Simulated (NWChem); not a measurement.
# InH3 (SMILES [H][In]([H])[H]): levels of theory compared

Wanted: a comparison of 6 runs (HF/def2-SVP, PBE0/def2-TZVP, TPSS/def2-SVP, r2SCAN/def2-SVP, MP2/def2-SVP, MP2/def2-SVPD) of InH3. 

The calculation is run with NWChem 7.3.0.

## 1. Starting point

InH3 has 4 atoms, charge 0, and is taken as a singlet. As SMILES, `[H][In]([H])[H]`. The shape comes from GFN2-xTB, which is rough for such elements, and wasn't checked as a minimum.

Bond lengths: In1–H2 1.719 Å, In1–H3 1.719 Å, In1–H4 1.718 Å. Angles: H2–In1–H3 120.0°, H2–In1–H4 120.1°, H3–In1–H4 119.9°.

## 2. Energy and gradient at HF/def2-SVP (core potential) (run 1)

Contents of work.nw:

```
START work
memory total 2200 mb

GEOMETRY noautosym nocenter noautoz
   In    0.000640   -0.000740   -0.000540
   H     1.718930   -0.027790    0.013510
   H    -0.834510    1.501400   -0.017780
   H    -0.885060   -1.472880    0.004810
END

BASIS spherical bse
   In library def2-SVP
   H library def2-SVP
END

ECP bse
   In library def2-SVP
END

SCF
   thresh 1e-08
   maxiter 80
END

TASK scf gradient
```

The run is started by

```
nwchem work.nw > work.out
```

The log of the run:

```text
[...]
  functions       =    41
[...]
  wavefunction    = RHF
[...]
         Total SCF energy =   -190.905018123550
      One-electron energy =   -376.050250388317
      Two-electron energy =    165.211868443823
 Nuclear repulsion energy =     19.933363820944
        Time for solution =      2.3s
[...]
                         RHF ENERGY GRADIENTS
    atom               coordinates                        gradient
                 x          y          z           x          y          z
   1 In      0.001209  -0.001398  -0.001020    0.000005  -0.000191  -0.000061
   2 H       3.248307  -0.052515   0.025530   -0.005549   0.000133  -0.000023
   3 H      -1.576995   2.837235  -0.033599    0.002670  -0.004871   0.000079
   4 H      -1.672521  -2.783340   0.009090    0.002874   0.004929   0.000005
[...]
```

It took 3.9 s on 1 thread of Intel Xeon Platinum 8488C (Sapphire Rapids), shared host; peak memory 0.099 GiB.

## 3. Energy and forces at PBE0/def2-TZVP (core potential) (run 2)

Contents of h3in.nw:

```
start h3in
memory stack 880 mb heap 220 mb global 1100 mb
charge 0

geometry units atomic noautosym nocenter noautoz
  In     0.00120942    -0.00139840    -0.00102045
  H      3.24830693    -0.05251549     0.02553020
  H     -1.57699535     2.83723480    -0.03359933
  H     -1.67252100    -2.78333981     0.00908958
end

basis spherical bse
  * library def2-TZVP
end

ecp bse
  In library def2-TZVP
end

dft
  xc pbe0
  grid xfine
  convergence energy 1e-08
  iterations 100
  mulliken
  print low
end

task dft gradient
```

The run is started by

```
nwchem h3in.nw > h3in.out
```

The log of the run:

```text
[...]
 d= 0,ls=0.0,diis     1   -191.8710331998 -2.12D+02  1.35D-02  7.64D-02     2.4
[...]
 d= 0,ls=0.0,diis     7   -191.8851704620 -2.82D-10  9.57D-08  8.07D-11    13.3
         Total DFT energy =     -191.885170461963
      One electron energy =     -376.181929766683
           Coulomb energy =      182.138500127165
    Exchange-Corr. energy =      -17.775103219453
 Nuclear repulsion energy =       19.933362397008
[...]
      Total Density - Mulliken Population Analysis
     ---------------------------------------------
    Atom       Charge   Shell Charges
 -----------   ------   -------------------------------------------------------
    1 In  21    20.67   0.40 -0.84  1.61  0.82  0.94  0.33 -0.41  6.40  0.69  0.60  0.09  8.80  1.15  0.08  0.00  0.01
    2 H    1     1.11   0.22  0.54  0.34  0.01
    3 H    1     1.11   0.22  0.54  0.34  0.01
    4 H    1     1.11   0.22  0.54  0.34  0.01
[...]
                         DFT ENERGY GRADIENTS
    atom               coordinates                        gradient
                 x          y          z           x          y          z
   1 In      0.001209  -0.001398  -0.001020   -0.000005  -0.000169  -0.000058
   2 H       3.248307  -0.052515   0.025530   -0.001450   0.000058   0.000008
   3 H      -1.576995   2.837235  -0.033599    0.000685  -0.001288   0.000035
   4 H      -1.672521  -2.783340   0.009090    0.000770   0.001399   0.000015
 Task  times  cpu:       16.1s     wall:       16.1s
 Total times  cpu:       16.1s     wall:       16.1s
```

Run time: 17 s. Hardware: 1 thread of Intel Xeon Platinum 8488C (Sapphire Rapids), shared host; peak memory 0.13 GiB.

Run 3 isn't shown in full; the table further down has it.

## 4. Energy and gradient at r2SCAN/def2-SVP (core potential) (run 4)

Contents of mymol.nw:

```
START mymol
TITLE "H3In r2SCAN"
memory total 2200 mb

GEOMETRY noautosym nocenter noautoz
 In       0.000640      -0.000740      -0.000540
 H        1.718930      -0.027790       0.013510
 H       -0.834510       1.501400      -0.017780
 H       -0.885060      -1.472880       0.004810
END

BASIS spherical bse
 In library def2-SVP
 H library def2-SVP
END

ECP bse
 In library def2-SVP
END

DFT
 xc r2scan
 grid xfine
 convergence energy 1e-08
 maxiter 100
 mulliken
 print medium
END

TASK dft gradient
```

The run is started by

```
nwchem mymol.nw > mymol.out
```

The log of the run:

```text
[...]
          Wavefunction type:  closed shell.
          No. of atoms     :     4
          No. of electrons :    24
[...]
          Charge           :     0
          Spin multiplicity:     1
[...]
          AO basis - number of functions:    41
[...]
              XC Information
              --------------
                      r^2SCAN Method XC Functional
               r^2SCAN metaGGA Exchange Functional  1.000
                     r^2SCAN Correlation Potential  1.000
[...]
 d= 0,ls=0.0,diis     1   -191.9317691809 -2.12D+02  1.62D-02  5.28D-02     1.4
[...]
 d= 0,ls=0.0,diis     7   -191.9460667894 -3.75D-10  8.32D-08  3.03D-12     7.8
         Total DFT energy =     -191.946066789379
      One electron energy =     -376.113795699832
           Coulomb energy =      182.075353579087
    Exchange-Corr. energy =      -17.840988489578
 Nuclear repulsion energy =       19.933363820944
[...]
  wavefunction    = closed shell
                         DFT ENERGY GRADIENTS
    atom               coordinates                        gradient
                 x          y          z           x          y          z
   1 In      0.001209  -0.001398  -0.001020   -0.000003  -0.000169  -0.000058
   2 H       3.248307  -0.052515   0.025530   -0.002756   0.000080  -0.000002
   3 H      -1.576995   2.837235  -0.033599    0.001319  -0.002429   0.000048
   4 H      -1.672521  -2.783340   0.009090    0.001441   0.002518   0.000011
[...]
```

It took 11 s on 1 thread of Intel Xeon Platinum 8488C (Sapphire Rapids), shared host; peak memory 0.13 GiB.

Run 5 isn't shown in full; the table further down has it.

## 5. Energy and forces at MP2/def2-SVPD (core potential) (run 6)

Contents of h3in.xyz:

```xyz
4

In     0.000640    -0.000740    -0.000540
H      1.718930    -0.027790     0.013510
H     -0.834510     1.501400    -0.017780
H     -0.885060    -1.472880     0.004810
```

Contents of h3in.nw:

```
start h3in
memory total 2200 mb

geometry units angstrom noautosym nocenter noautoz
load format xyz h3in.xyz
end

basis "ao basis" spherical bse
In library def2-SVPD
H library def2-SVPD
end

ecp bse
In library def2-SVPD
end

scf
singlet
rhf
thresh 1e-08
maxiter 80
end

mp2
freeze core 4
tight
end

task mp2 gradient
```

The run is started by

```
nwchem h3in.nw > h3in.out
```

The log of the run:

```text
[...]
  functions       =    56
[...]
  wavefunction    = RHF
[...]
         Total SCF energy =   -190.905573920943
      One-electron energy =   -376.035738008830
      Two-electron energy =    165.196800266943
 Nuclear repulsion energy =     19.933363820944
        Time for solution =      2.9s
[...]
          Total MP2 energy          -191.015154176444
[...]
                         mp2 ENERGY GRADIENTS
    atom               coordinates                        gradient
                 x          y          z           x          y          z
   1 In      0.001209  -0.001398  -0.001020    0.000004  -0.000179  -0.000061
   2 H       3.248307  -0.052515   0.025530   -0.001907   0.000069   0.000006
   3 H      -1.576995   2.837235  -0.033599    0.000903  -0.001684   0.000041
   4 H      -1.672521  -2.783340   0.009090    0.001000   0.001794   0.000015
[...]
```

Run time: 9 s. Hardware: 1 thread of Intel Xeon Platinum 8488C (Sapphire Rapids), shared host; peak memory 0.13 GiB.

## 6. The series

```csv
run,level,core potential,iteration cap,energy (Eh),dipole moment (D),HOMO energy (eV),LUMO energy (eV),wall time
1,HF/def2-SVP (core potential),def2-SVP,80,-190.905018,0.01,-11.02,0.64,3.9 s
2,PBE0/def2-TZVP (core potential),def2-TZVP,100,-191.885170,–,–,–,17 s
3,TPSS/def2-SVP (core potential),def2-SVP,100,-191.809355,–,–,–,11 s
4,r2SCAN/def2-SVP (core potential),def2-SVP,100,-191.946067,0.01,-7.24,-2.28,11 s
5,MP2/def2-SVP (core potential),def2-SVP,80,-191.006286,0.01,-11.02,0.64,6.9 s
6,MP2/def2-SVPD (core potential),def2-SVPD,80,-191.015154,0.01,-11.04,0.61,9 s
```

## 7. Results

| quantity | value |
| --- | --- |
| run 6: total energy | -191.01515 Eh |
| run 6: dipole moment (of the density that the program reports) | 0.01 D |
| run 6: HOMO energy (Hartree–Fock orbitals) | -11.04 eV |
| run 6: LUMO energy (Hartree–Fock orbitals) | 0.61 eV |
| run 6: HOMO–LUMO gap (Hartree–Fock orbitals) | 11.66 eV |
| run 6: correlation energy (4 core orbitals frozen) | -109.6 mEh |
| run 6: largest force on an atom | 0.106 eV/Å |

Totals of different functionals can't be ranked against each other. All runs together took 59 s, the longest 17 s.
